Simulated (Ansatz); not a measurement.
SiMo3:

```
CELL_PARAMETERS angstrom
4.88900 0.00000 0.00000
0.00000 4.88900 0.00000
0.00000 0.00000 4.88900
ATOMIC_POSITIONS crystal
Mo 0.00000 0.50000 0.25000
Mo 0.00000 0.50000 0.75000
Mo 0.50000 0.25000 0.00000
Mo 0.75000 0.00000 0.50000
Mo 0.50000 0.75000 0.00000
Mo 0.25000 0.00000 0.50000
Si 0.50000 0.50000 0.50000
Si 0.00000 0.00000 0.00000
```

- Program: Ansatz 0.2.0
- Task: relaxation of cell and atoms
- Functional: revPBE
- Potentials or basis: Ansatz PAW
- Cutoff: 420 eV (not typed: the program's choice for these potentials)
- k mesh: 6 × 6 × 6
- Occupations: fermi-dirac, width 0.05 eV
- Spin: no spin polarisation

At the start: volume 14.61 Å³/atom.

Question: Where does the relaxation end?

Answer: It ends after 4 steps and the volume is 14.91 Å³/atom (+2.1 %); space group Pm-3n (No. 223, to 0.05 Å).

Step by step:
```
step  energy change (eV)  largest force (eV/Å)  volume (Å³)
   1              0.0000                0.0000       116.86
   2             -0.0369                0.0000       119.36
   3             -0.0370                0.0000       119.27
   4             -0.0378                0.0000       119.27
```

Final structure:
```
Mo Si
1.0
     4.92240    0.00000    0.00000
     0.00000    4.92240    0.00000
     0.00000    0.00000    4.92240
Mo Si
6 2
Direct
  0.00000 0.50000 0.25000
  0.00000 0.50000 0.75000
  0.50000 0.25000 0.00000
  0.75000 0.00000 0.50000
  0.50000 0.75000 0.00000
  0.25000 0.00000 0.50000
  0.50000 0.50000 0.50000
  0.00000 0.00000 0.00000
```

Caveat: the plane-wave basis is chosen anew once the cell has moved, so the energies of steps on either side of that aren't comparable; the PAW data sets come from PBE, with cores solved anew for the run's functional, which leaves a small shift of forces and pressure.
